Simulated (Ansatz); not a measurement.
# C2H6O2Zn: the cost of one run

Method: RKS BLYP-D4/def2-SVP, in Ansatz 0.2.0.

### 1 The starting structure

Bond lengths: C1–O2 1.395 Å, O2–Zn3 1.761 Å, Zn3–O4 1.782 Å, O4–C5 1.401 Å, C1–H6 1.096 Å, C1–H7 1.095 Å, C1–H8 1.095 Å, C5–H9 1.096 Å, C5–H10 1.095 Å, C5–H11 1.096 Å. Angles (14 of 15 angles, heavy atoms first): C1–O2–Zn3 136.3°, O2–Zn3–O4 124.7°, Zn3–O4–C5 114.8°, O2–C1–H6 106.1°, O2–C1–H7 112.2°, O2–C1–H8 112.5°, O4–C5–H9 111.9°, O4–C5–H10 105.4°, O4–C5–H11 113.2°, H6–C1–H7 108.5°, H6–C1–H8 108.4°, H7–C1–H8 109.1°, H9–C5–H10 108.5°, H9–C5–H11 109.3°.

Coordinates:

```xyz
11

C    -0.6138   -0.6536    2.2662
O    -0.1631   -0.3088    0.9914
Zn    0.4576   -1.1682   -0.4146
O     0.9792   -0.3889   -1.9300
C     0.4755    0.9032   -2.1311
H    -0.8617    0.2899    2.7666
H    -1.5140   -1.2753    2.2329
H     0.1529   -1.1658    2.8563
H    -0.5582    0.8878   -2.4958
H     1.1116    1.3457   -2.9055
H     0.5339    1.5341   -1.2364
```

### 2 End point A

Contents of input.yaml:

```yaml
crystal:
  periodic: [false, false, false]
  atoms:
    - { symbol: C, position_ang: [-0.61379, -0.65365, 2.2662] }
    - { symbol: O, position_ang: [-0.16307, -0.30881, 0.99143] }
    - { symbol: Zn, position_ang: [0.45763, -1.16823, -0.41462] }
    - { symbol: O, position_ang: [0.97924, -0.38892, -1.93002] }
    - { symbol: C, position_ang: [0.47555, 0.90324, -2.1311] }
    - { symbol: H, position_ang: [-0.8617, 0.28989, 2.76656] }
    - { symbol: H, position_ang: [-1.51402, -1.27533, 2.23292] }
    - { symbol: H, position_ang: [0.15285, -1.16575, 2.8563] }
    - { symbol: H, position_ang: [-0.55815, 0.88778, -2.49577] }
    - { symbol: H, position_ang: [1.11156, 1.34567, -2.90552] }
    - { symbol: H, position_ang: [0.5339, 1.5341, -1.23637] }
basis:
  gaussian: { orbitals: def2-SVP }
hamiltonian:
  xc: blyp
  dispersion: d4
relax:
  f_tol: 0.02
  max_steps: 50
```

Launch:

```
$ ansatz run input.yaml --threads 2 --pin off --max-ram 3072MiB --backend cpu --events-out ev --progress --plain --runs-dir out
```

**Question.** How long does this run take on 2 threads of Intel Xeon Platinum 8488C (Sapphire Rapids), shared host, and how much memory does it need?

About 60 s, with a peak of 0.19 GiB.
